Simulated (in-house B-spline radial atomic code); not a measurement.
**Excited states and polarisability of Yb²⁴⁺ by several methods**

The task here is to estimate one member of a computed series from the others.

Method: linear response of a closed shell, each method with its own adiabatic kernel; non-relativistic; B-spline basis; no spin-orbit coupling, no double excitations; only terms of natural parity, (−1)^L, with L up to 3 are computed. Code: in-house B-spline radial atomic code version 1.

## What is computed

* element: ytterbium (Z = 70)
* charge: +24
* configuration: [Kr] 4d10
* runs: TDHF; PBE; BHandHLYP; exchange-only LDA; B97-1; ωB97X

Outer shells as boxes (Hund's rule):

Yb²⁴⁺
```
[Kr] core
4d [↑↓][↑↓][↑↓][↑↓][↑↓]
```

The first run:

Input settings:

```ini
Z = 70
electrons = 46.0
configuration = [Kr] 4d10
hamiltonian = nr
method = hf
box_radius = 4.86
intervals = 52
```

Command:

```bash
> python run_td.py task.json out
```

One command runs all members of the session, one after another, from task.json.

Steps of the session up to this table: TDHF.

One table of the session follows, with a row left open; its other results are not shown here.

It belongs to the step «TDHF». The states in eV; those that feel the box are left out:

```
   state  full (eV)  Tamm-Dancoff (eV)
4d→4f ³P     169.93             170.04
4d→4f ³F     178.03             178.20
4d→4f ¹F     185.30             185.39
4d→4f ¹P     216.56             222.54
4d→5s ³D     314.79             314.82
4d→5s ¹D     316.35             316.37
4p→4f ³D     328.37             328.42
4p→4f ¹D     343.54             344.04
4d→5p ³P     346.70             346.75
4d→5p ³F     348.72             348.76
4d→5p ¹F     350.05             350.07
4d→5p ¹P     351.19             351.34
4d→5d ³S          ?                  ?
4d→5d ³D     409.65             409.68
```

Estimate the missing values for 4d→5d ³S.

**Answer.** full (eV): 403.60; Tamm-Dancoff (eV): 403.68. In the column «full (eV)» it lies between 4d→5p ¹P (351.19) and 4d→5d ³D (409.65).
